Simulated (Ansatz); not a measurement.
# Te2As: the cost of one run

Program: Ansatz 0.2.0. Level of theory: DFT PBE, scalar-relativistic, plane waves, PAW, unless a step names another level. These are calculated values, not measurements.

11 further runs of the same task are left out: 2 that didn't finish, 9 set aside as unsound or not needed.

### Step 1. The formula and the candidates

Pauling electronegativities: Te 2.10, As 2.18 (spread 0.08). No set of common oxidation states balances it. Tabulated atomic sizes suggest about 30 Å³/atom. 31 candidates were drawn, by swapping species into database cells of other compounds, at random by space group and Wyckoff sites, or by hand, as the table says:

```csv
name,made from,space group no.,Wyckoff sites,atoms (primitive cell),V (Å³/atom)
c01,random,2,"Te 1h, 1c; As 1e",3,33.5
c02,built by hand: marcasite,58,Te 4g; As 2a,6,29.5
c03,random,183,"Te 1a, 1a; As 1a",3,36.2
c04,built by hand: pyrite,205,Te 8c; As 4a,12,29.4
c05,random,2,"Te 1g, 1e; As 1a",3,33.2
c06,database cell of YbAu2,139,Te 4e; As 2a,3,28.5
c07,random,12,Te 4i; As 2a,3,30.1
c08,random,99,"Te 1b, 1a; As 1a",3,31.8
c09,random,191,Te 4h; As 2e,6,38.0
c10,database cell of TaPd2,71,Te 4i; As 2a,3,30.8
c11,random,47,Te 2q; As 1d,3,35.5
c12,built by hand: CdCl2 (3R),166,Te 6c; As 3a,3,29.5
c13,database cell of PtO2,164,Te 2d; As 1a,3,31.4
c14,database cell of SiO2,122,Te 8d; As 4a,6,39.3
c15,database cell of TiH2,225,Te 8c; As 4a,3,25.1
c16,database cell of Ga2Ru,70,Te 16f; As 8b,6,25.8
c17,random,65,Te 4j; As 2d,3,35.8
c18,database cell of AgI2,115,Te 2g; As 1d,3,32.5
c19,random,99,Te 4f; As 2c,6,36.6
c20,database cell of WS2,164,"Te 2d, 2d; As 2d",6,41.3
c21,database cell of Nb2Tc,69,Te 8i; As 4a,3,31.7
c22,database cell of CrBr2,12,Te 4i; As 2a,3,34.2
c23,random,191,Te 4h; As 2d,6,33.1
c24,database cell of Zr2Ni,140,Te 8h; As 4a,6,38.8
c25,built by hand: CdI2 (1T),164,Te 2d; As 1a,3,29.5
c26,built by hand: As2Te3Te layered intergrowth,164,"Te 2d, 1a, 1b; As 2d",6,29.5
c27,random,107,Te 4b; As 2a,3,38.1
c28,random,139,Te 4d; As 2a,3,29.7
c29,random,139,Te 4e; As 2b,3,35.9
c30,database cell of NbS2,5,Te 4c; As 2a,3,41.3
c31,built by hand: NbAs2 (OsGe2),12,"Te 4i, 4i; As 4i",6,29.4
```

### Step 2. Screening run of c12

The input, input.yaml:

```yaml
crystal:
  lattice:
    - [2.025, 1.1691343, 6.23333333]
    - [-2.025, 1.1691343, 6.23333333]
    - [0.0, -2.33826859, 6.23333333]
  atoms:
    - { symbol: Te, position: [0.2533, 0.2533, 0.2533] }
    - { symbol: Te, position: [0.7467, 0.7467, 0.7467] }
    - { symbol: As, position: [0.0, 0.0, 0.0] }
basis:
  ecutwfc: 420
kpoints:
  mp_grid: { grid: [6, 6, 6] }
hamiltonian:
  xc: pbe
scf:
  occupations: { method: gaussian, width: 0.2 }
  lower_state_search: "off"
output:
  forces: true
  stress: true
  eigenvalues: true
relax:
  adjacent_minimum: "off"
  f_tol: 0.08
  max_steps: 16
  cell: { stress_tol: 0.8 }
```

Launch:

```console
$ ansatz run input.yaml --threads 1 --pin off --max-ram 2560MiB --backend cpu --events-out ev --progress --plain --runs-dir out
```

Q: Estimate wall time and peak memory on 1 thread of Intel Xeon at 2.70GHz, shared host.

About 29 s, with a peak of 0.43 GiB.
